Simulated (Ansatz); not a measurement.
# SnH2ClO2 (SMILES [OH][Sn]([OH])[Cl]): U-wB97X/def2-SVP (core potential)

What is the electronic atomisation energy of SnH2ClO2 at U-wB97X/def2-SVP (core potential)? 

The calculation is run with Ansatz 0.2.0.

63 further runs of the same task are left out: 63 set aside as unsound or not needed.

## (1) Starting point

SnH2ClO2: 6 atoms, total charge 0, spin state doublet. As SMILES, `[OH][Sn]([OH])[Cl]`. Geometry: relaxed at PBE0-D4/def2-TZVP. This is one conformer, not always the lowest.

Bond lengths: O1–Sn2 1.969 Å, Sn2–O3 1.960 Å, Sn2–Cl4 2.349 Å, O1–H5 0.962 Å, O3–H6 0.964 Å. Angles: O1–Sn2–O3 101.9°, O1–Sn2–Cl4 109.1°, O3–Sn2–Cl4 108.0°, Sn2–O1–H5 114.3°, Sn2–O3–H6 110.7°.

## (2) A single-point energy at U-wB97X/def2-SVP (core potential)

The input, run.yaml:

```yaml
crystal:
  periodic: [false, false, false]
  atoms:
    - symbol: O
      position_ang: [-0.447400, 1.400500, -0.158300]
    - symbol: Sn
      position_ang: [0.371800, -0.318200, -0.659700]
    - symbol: O
      position_ang: [1.256500, -0.847900, 1.007700]
    - symbol: Cl
      position_ang: [-1.328200, -1.877100, -1.106600]
    - symbol: H
      position_ang: [-1.182700, 1.666400, -0.718500]
    - symbol: H
      position_ang: [1.372100, -0.087800, 1.589200]
basis:
  gaussian: {orbitals: def2-SVP}
total_charge: 0
magnetization: {spin_polarized: true, initial_magnetization: 1}
hamiltonian: {xc: {name: wB97X}}
accuracy: high
output: {orbitals: {seedname: orbitals}}
```

Command:

```
$ ansatz run run.yaml --threads 1 --pin off --max-ram 3480MiB --events-out events.jsonl --progress --plain --runs-dir runs
```

Log:

```text
Warning: RAYON_NUM_THREADS=1 ignored (pool sized by the plan → 1); use --threads N
Functional definition: wB97X
  name "wB97X"
  parameter omega = 0.3/bohr
  parameter cx = 0.157706
  parameter cx1 = 0.726479
  parameter cx2 = 1.04760
  parameter cx3 = -5.70635
  parameter cx4 = 13.2794
  parameter css1 = -4.33879
  parameter css2 = 18.2308
  parameter css3 = -31.7430
  parameter css4 = 17.2901
  parameter cos1 = 2.37031
  parameter cos2 = -11.3995
  parameter cos3 = 6.58405
  parameter cos4 = -3.78132
  exchange = spin_sum(e_x_unif_sr(omega)*poly(b97_u_x, 1 - cx, cx1, cx2, cx3, cx4)) + cx*exact_x_sr(omega)
      + exact_x_lr(omega)
  correlation = spin_sum(e_c_pw_same_spin*poly(b97_u_same, 1, css1, css2, css3, css4))
      + integral(e_c_pw_opposite_spin*poly(b97_u_opposite, 1, cos1, cos2, cos3, cos4))
1801 factors; integrals over basis functions are off by at most 3.3e-9 eV
349 factors; integrals over basis functions are off by at most 1.7e-9 eV
mean field evaluation 1: about -22466.2653 eV, gradient 4.6e1 eV
mean field evaluation 2: about -22460.6690 eV, gradient 6.1e1 eV
mean field evaluation 4: about -22474.4612 eV, gradient 1.3e0 eV
mean field evaluation 8: about -22474.5533 eV, gradient 1.2e-1 eV
mean field evaluation 16: about -22474.5534 eV, gradient 8.0e-4 eV
mean field evaluation 32: about -22474.5534 eV, gradient 4.9e-8 eV
mean field -22474.55341047 eV, -825.9246040354 hartree, gradient 4.9e-8 eV, S^2 0.758045; 0 other end points of the search recorded, 0 dependent functions left out
reference -22474.55340761 eV, -825.9246039304 hartree; 29, 28 occupied and 53, 54 virtual orbitals, 1801 factors
Total energy: -22474.55340761 eV, -825.9246039304 hartree
```

It took 56 s on 1 thread of Arm Neoverse V2, shared host; peak memory 0.86 GiB.

## (3) The Cl atom

The input, input.yaml:

```yaml
crystal:
  periodic: [false, false, false]
  atoms:
    - {symbol: Cl, position_ang: [0.000000, 0.000000, 0.000000]}
basis:
  gaussian:
    orbitals: def2-SVP
magnetization:
  spin_polarized: true
  initial_magnetization: 1
hamiltonian:
  xc: {name: wB97X}
accuracy: high
```

Run the same way, it converges to -459.99022 Eh (log not shown).

## (4) The H atom, same level

The input, run.yaml:

```yaml
crystal:
  periodic: [false, false, false]
  atoms:
    - {symbol: H, position_ang: [0.000000, 0.000000, 0.000000]}
basis:
  gaussian:
    orbitals: def2-SVP
magnetization:
  spin_polarized: true
  initial_magnetization: 1
hamiltonian:
  xc: {name: wB97X}
accuracy: high
```

Run the same way, it converges to -0.50060 Eh (log not shown).

## (5) The O atom

The input, input.yaml:

```yaml
crystal:
  periodic: [false, false, false]
  atoms:
    - symbol: O
      position_ang: [0.000000, 0.000000, 0.000000]
basis:
  gaussian:
    orbitals: def2-SVP
magnetization:
  spin_polarized: true
  initial_magnetization: 2
hamiltonian:
  xc: {name: wB97X}
accuracy: high
```

Run the same way, it converges to -74.98253 Eh (log not shown).

## (6) The Sn atom, same level

The input, job.yaml:

```yaml
crystal:
  periodic: [false, false, false]
  atoms:
    - {symbol: Sn, position_ang: [0.000000, 0.000000, 0.000000]}
basis:
  gaussian: {orbitals: def2-SVP}
magnetization: {spin_polarized: true, initial_magnetization: 2}
hamiltonian: {xc: {name: wB97X}}
accuracy: high
```

Run the same way, it converges to -214.27734 Eh (log not shown).

## (7) Outcome

Level: U-wB97X/def2-SVP (core potential).

| quantity | value |
| --- | --- |
| molecule: total energy | -825.92460 Eh |
| molecule: HOMO energy (highest over α and β) | -9.07 eV |
| molecule: LUMO energy (lowest over α and β) | -2.55 eV |
| molecule: ⟨S²⟩ | 0.758 |
| Cl atom: total energy | -459.99022 Eh |
| Cl atom: ⟨S²⟩ | 0.752 |
| H atom: total energy | -0.50060 Eh |
| H atom: ⟨S²⟩ | 0.750 |
| O atom: total energy | -74.98253 Eh |
| O atom: ⟨S²⟩ | 2.003 |
| Sn atom: total energy | -214.27734 Eh |
| Sn atom: ⟨S²⟩ | 2.002 |
| electronic atomisation energy | 18.797 eV |

What this shows: Taking the molecule apart into free atoms costs 18.80 eV (433 kcal/mol), before zero-point energy and without spin-orbit coupling.
